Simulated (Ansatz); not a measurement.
# FH7Si3: a dynamics run in two tries

Wanted: a short trajectory, and a check that the input is sound. SMILES of the start: F[SiH]([SiH3])[SiH3].

Method: RKS PBE-D4/6-31G, in Ansatz 0.2.0.

**1. The starting structure**

Bond lengths: Si1–H2 1.525 Å, Si1–F3 1.729 Å, Si1–Si4 2.405 Å, Si4–H5 1.539 Å, Si4–H6 1.519 Å, Si4–H7 1.519 Å, Si1–Si8 2.333 Å, Si8–H9 1.519 Å, Si8–H10 1.573 Å, Si8–H11 1.533 Å. Angles (14 of 18 angles, heavy atoms first): F3–Si1–Si4 106.3°, F3–Si1–Si8 102.9°, Si4–Si1–Si8 130.7°, H2–Si1–F3 110.8°, H2–Si1–Si4 99.8°, H2–Si1–Si8 105.7°, Si1–Si4–H5 114.9°, Si1–Si4–H6 93.2°, Si1–Si4–H7 118.2°, Si1–Si8–H9 97.7°, Si1–Si8–H10 107.7°, Si1–Si8–H11 131.9°, H5–Si4–H6 103.1°, H5–Si4–H7 119.5°.

Coordinates:

```xyz
11

Si   -0.1456   -0.0093   -0.1240
H    -0.2649   -0.0395    1.3965
F     1.5126    0.0749   -0.6071
Si   -1.0894    2.1585   -0.5648
H    -2.4693    2.4063    0.0692
H    -0.1398    2.8590    0.3916
H    -0.7331    2.8438   -1.8729
Si   -0.7947   -2.1284   -0.8514
H    -1.9047   -2.3584    0.1592
H    -1.3846   -1.9752   -2.3019
H    -0.0201   -3.4436   -0.9922
```

**2. The run**

input.yaml

```yaml
crystal:
  periodic: [false, false, false]
  atoms:
    - { symbol: Si, position_ang: [-0.145608, -0.009294, -0.123962] }
    - { symbol: H, position_ang: [-0.264939, -0.03952, 1.39647] }
    - { symbol: F, position_ang: [1.512649, 0.074856, -0.60707] }
    - { symbol: Si, position_ang: [-1.089385, 2.158504, -0.564834] }
    - { symbol: H, position_ang: [-2.469256, 2.406272, 0.069191] }
    - { symbol: H, position_ang: [-0.139843, 2.859013, 0.391595] }
    - { symbol: H, position_ang: [-0.7331, 2.843801, -1.872946] }
    - { symbol: Si, position_ang: [-0.794741, -2.128385, -0.851372] }
    - { symbol: H, position_ang: [-1.904694, -2.358415, 0.159196] }
    - { symbol: H, position_ang: [-1.384624, -1.97521, -2.301914] }
    - { symbol: H, position_ang: [-0.020054, -3.443575, -0.992227] }
basis:
  gaussian: { orbitals: "6-31G" }
hamiltonian:
  xc: pbe
  dispersion: d4
md:
  timestep: 0.5
  n_steps: 25
  ensemble: nvt
  temperature: 400.0
  initial_velocities: maxwell_boltzmann
  seed: 198695
```

Run with:

```console
> ansatz run input.yaml --threads 1 --pin off --max-ram 2048MiB --backend cpu --events-out ev --progress --plain --runs-dir out
```

Q: Predict the outcome of this session. Wanted: first try.

As calculated:

```
 quantity                                                                              value
first try                                                                            refused
    cause  the word typed for the ensemble or optimiser is not among those the program lists
```

**Reading.** The fault in the first input was caught at the input check and cost nothing.
